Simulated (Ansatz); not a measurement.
# C₂H₆Cl₂F₂O₂SSi₂: small, medium and large basis sets

One table from this session's results is given with a row withheld; the runs are named, their logs left out.

Method: one geometry, several basis sets; program: Ansatz 0.2.0, Gaussian basis.

The runs, in order: PBE0-D4/def2-SVP; ωB97M-V/def2-SVP; PBE0-D4/def2-QZVPP; ωB97M-V/def2-QZVPP; the functionals' def2-TZVPP values are taken from earlier runs.

## Structure used throughout

The geometry comes from an earlier relaxation with PBE0-D4 in a triple-zeta def2 set; it is a stationary point, not always the lowest conformer.

SMILES `CO[Si](F)(F)S[Si](Cl)(Cl)OC`, 17 atoms, charge 0, spin multiplicity 1.

Atoms are counted from 1 here; the program's logs count them from 0.

Bond lengths: C1–O2 1.417 Å, C1–H12 1.093 Å, C1–H13 1.090 Å, C1–H14 1.093 Å, O2–Si3 1.605 Å, Si3–F4 1.581 Å, Si3–F5 1.583 Å, Si3–S6 2.106 Å, S6–Si7 2.114 Å, Si7–Cl8 2.036 Å, Si7–Cl9 2.038 Å, Si7–O10 1.611 Å, O10–C11 1.416 Å, C11–H15 1.093 Å, C11–H16 1.089 Å, C11–H17 1.093 Å. Angles: O2–C1–H12 110.6°, O2–C1–H13 107.7°, O2–C1–H14 111.2°, H12–C1–H13 109.0°, H12–C1–H14 109.3°, H13–C1–H14 109.0°, C1–O2–Si3 127.2°, O2–Si3–F4 109.9°, O2–Si3–F5 111.7°, O2–Si3–S6 105.0°, F4–Si3–F5 105.2°, F4–Si3–S6 113.2°, F5–Si3–S6 112.0°, Si3–S6–Si7 98.7°, S6–Si7–Cl8 107.2°, S6–Si7–Cl9 112.5°, S6–Si7–O10 107.8°, Cl8–Si7–Cl9 107.1° and more.

Coordinates:

```xyz
17
charge 0, multiplicity 1
C    -0.31112    3.73544   -0.83358
O    -0.01727    2.77189    0.16317
Si   -0.12793    1.17556    0.03236
F    -1.48917    0.78761   -0.67309
F     1.00638    0.58443   -0.89993
S     0.01787    0.45572    2.00652
Si    0.48764   -1.55981    1.57632
Cl   -0.04106   -2.66183    3.20454
Cl    2.48335   -1.85003    1.27940
O    -0.33517   -1.98642    0.25887
C    -0.16064   -3.14061   -0.54295
H     0.46486    3.74107   -1.60322
H    -0.33992    4.71258   -0.35206
H    -1.28021    3.53905   -1.29952
H     0.88113   -3.24373   -0.85598
H    -0.79126   -3.02453   -1.42359
H    -0.46656   -4.03667    0.00304
```

The first run:

File in.yaml:

```yaml
crystal:
  periodic: [false, false, false]
  atoms:
    - {symbol: C, position_ang: [-0.311121, 3.735439, -0.833580]}
    - {symbol: O, position_ang: [-0.017267, 2.771885, 0.163174]}
    - {symbol: Si, position_ang: [-0.127933, 1.175556, 0.032361]}
    - {symbol: F, position_ang: [-1.489175, 0.787613, -0.673087]}
    - {symbol: F, position_ang: [1.006375, 0.584427, -0.899928]}
    - {symbol: S, position_ang: [0.017870, 0.455720, 2.006520]}
    - {symbol: Si, position_ang: [0.487636, -1.559811, 1.576318]}
    - {symbol: Cl, position_ang: [-0.041059, -2.661832, 3.204536]}
    - {symbol: Cl, position_ang: [2.483348, -1.850029, 1.279401]}
    - {symbol: O, position_ang: [-0.335170, -1.986423, 0.258871]}
    - {symbol: C, position_ang: [-0.160641, -3.140613, -0.542955]}
    - {symbol: H, position_ang: [0.464856, 3.741070, -1.603225]}
    - {symbol: H, position_ang: [-0.339916, 4.712582, -0.352058]}
    - {symbol: H, position_ang: [-1.280213, 3.539046, -1.299521]}
    - {symbol: H, position_ang: [0.881127, -3.243734, -0.855980]}
    - {symbol: H, position_ang: [-0.791259, -3.024533, -1.423585]}
    - {symbol: H, position_ang: [-0.466558, -4.036666, 0.003039]}
basis:
  gaussian: {orbitals: def2-SVP}
hamiltonian: {xc: pbe0, dispersion: d4}
output: {orbitals: {seedname: orbitals}}
```

Among the steps run: PBE0-D4 in def2-SVP; ωB97M-V in def2-SVP; PBE0-D4 in def2-QZVPP; ωB97M-V in def2-QZVPP.

One of the session's tables, all rows but one given; the rest of the session is left out.

It belongs to the step «Density functionals: the series». 

```
functional       basis  HOMO (eV)  LUMO (eV)
   PBE0-D4    def2-SVP      -8.14       0.25
   PBE0-D4  def2-TZVPP      -8.22      -0.13
   PBE0-D4  def2-QZVPP      -8.25      -0.26
   ωB97M-V    def2-SVP          ?          ?
   ωB97M-V  def2-TZVPP     -10.38       1.88
   ωB97M-V  def2-QZVPP     -10.42       1.51
```

Q: Estimate the row for ωB97M-V, def2-SVP from the others.

**Answer.** HOMO (eV): -10.26; LUMO (eV): 2.36. In the column «HOMO (eV)» it lies between ωB97M-V, def2-TZVPP (-10.38) and PBE0-D4, def2-QZVPP (-8.25).
